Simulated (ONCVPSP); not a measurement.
# Tellurium: generating and testing an ONCV potential

Do these settings give a usable potential? It is generated, then checked for transferability, scattering, ghosts and hardness.

Method: ONCVPSP 4.0.1.1 (patched build), PBE, scalar-relativistic.

## 1. The atom and the settings

The settings as typed:

* element: tellurium (Te, Z = 52)
* type: optimised norm-conserving Vanderbilt (ONCV)
* frozen core: [Ar] 3d10
* valence charge: 24
* reference configuration: 4s2 4p6 4d10 5s2 5p4
* partial waves: 4s+5s: rc 1.45 bohr, ncon 4, nbas 7, qcut 6.4 1/bohr, 2 projectors; 4p+5p: rc 1.15 bohr, ncon 4, nbas 8, qcut 13 1/bohr, 2 projectors; 4d: rc 0.90 bohr, ncon 4, nbas 7, qcut 12.2 1/bohr, 1 projector; f scattering state at 0.35 Ha: rc 1.35 bohr, ncon 4, nbas 8, qcut 7.9 1/bohr, 2 projectors, debl 1.7 Ha
* local potential: polynomial inside 0.60 bohr (lpopt 5, dvloc0 3 Ha)
* core correction: polynomial model core, fcfact 0.15

The outer shells as boxes (Hund's rule for the drawing; the calculation is spin-unpolarised):

```
[Ar] core
3d [↑↓][↑↓][↑↓][↑↓][↑↓]
4s [↑↓]
4p [↑↓][↑↓][↑↓]
4d [↑↓][↑↓][↑↓][↑↓][↑↓]
5s [↑↓]
5p [↑↓][↑ ][↑ ]
```

## 2. Generating the potential

File Te.dat:

```
# ATOM AND REFERENCE CONFIGURATION
# atsym  z   nc   nv     iexc    psfile
  Te 52.00    6    5        4      upf
#
#   n    l    f
    1    0    2.00
    2    0    2.00
    2    1    6.00
    3    0    2.00
    3    1    6.00
    3    2   10.00
    4    0    2.00
    4    1    6.00
    4    2   10.00
    5    0    2.00
    5    1    4.00
#
# PSEUDOPOTENTIAL AND OPTIMIZATION
# lmax
    3
#
#   l,   rc,      ep,       ncon, nbas, qcut
    0    1.45    0.00    4    7    6.40
    1    1.15    0.00    4    8   13.00
    2    0.90    0.00    4    7   12.20
    3    1.35    0.35    4    8    7.90
#
# LOCAL POTENTIAL
# lloc, lpopt,  rc(5),   dvloc0
    4    5    0.60    3.00
#
# VANDERBILT-KLEINMAN-BYLANDER PROJECTORs
# l, nproj, debl
    0    2    3.30
    1    2    1.10
    2    1    3.60
    3    2    1.70
#
# MODEL CORE CHARGE
# icmod, fcfact, rcfact
    1    0.15    0.00
#
# LOG DERIVATIVE ANALYSIS
# epsh1, epsh2, depsh
   -8.00    5.00    0.04
#
# OUTPUT GRID
# rlmax, drl
    6.00    0.01
#
# TEST CONFIGURATIONS
# ncnf
    4
# nvcnf
#   n    l    f
    5
    4    0    2.00
    4    1    6.00
    4    2   10.00
    5    0    2.00
    5    1    3.00
#
    5
    4    0    2.00
    4    1    6.00
    4    2   10.00
    5    0    2.00
    5    1    2.00
#
    5
    4    0    2.00
    4    1    6.00
    4    2   10.00
    5    0    2.00
    5    1    1.00
#
    5
    4    0    2.00
    4    1    6.00
    4    2   10.00
    5    0    2.00
    5    1    0.00
#
```

The run is started by

```sh
oncvpsp.x < Te.dat > Te.out
```

Before running it: what results should come out? Wanted: cutoffs for 1 and 0.1 mHa per electron, occupied waves; bound ghosts; GHOST(+) flags; largest test error; largest phase difference near zero energy, channels read; rms error of d²Exc/dn², without and with the model core.

The runs gave:

```
                                                quantity                              value
  cutoffs for 1 and 0.1 mHa per electron, occupied waves                    56 Ha and 72 Ha
                                            bound ghosts                     s at -92.30 eV
                                          GHOST(+) flags                        p at 505 eV
                            largest test error (AE − PS)  -19 meV, for 4s2 4p6 4d10 5s2 5p0
largest phase difference near zero energy, channels read                          0.003 rad
 rms error of d²Exc/dn², without and with the model core                  4.82 and 1.83 mHa
```

What this shows: It has a bound ghost (s), a state that the atom doesn't have, and that rules the file out. The worst unpolarised test, 4s2 4p6 4d10 5s2 5p0, is off by 19 meV on 91.0 eV; by total energies transferability rates as good. Atomic tests can pass in spite of a ghost, since they solve only for the levels asked. The potential is hard: the looser tolerance needs 56 Ha. Near zero energy the phases of the channels with partial waves agree within 0.003 rad. The pseudo curves have a pole with no partner nearby in the atom's: s at -3.37 Ha. The program also flags highly localised states, GHOST(+) (p).
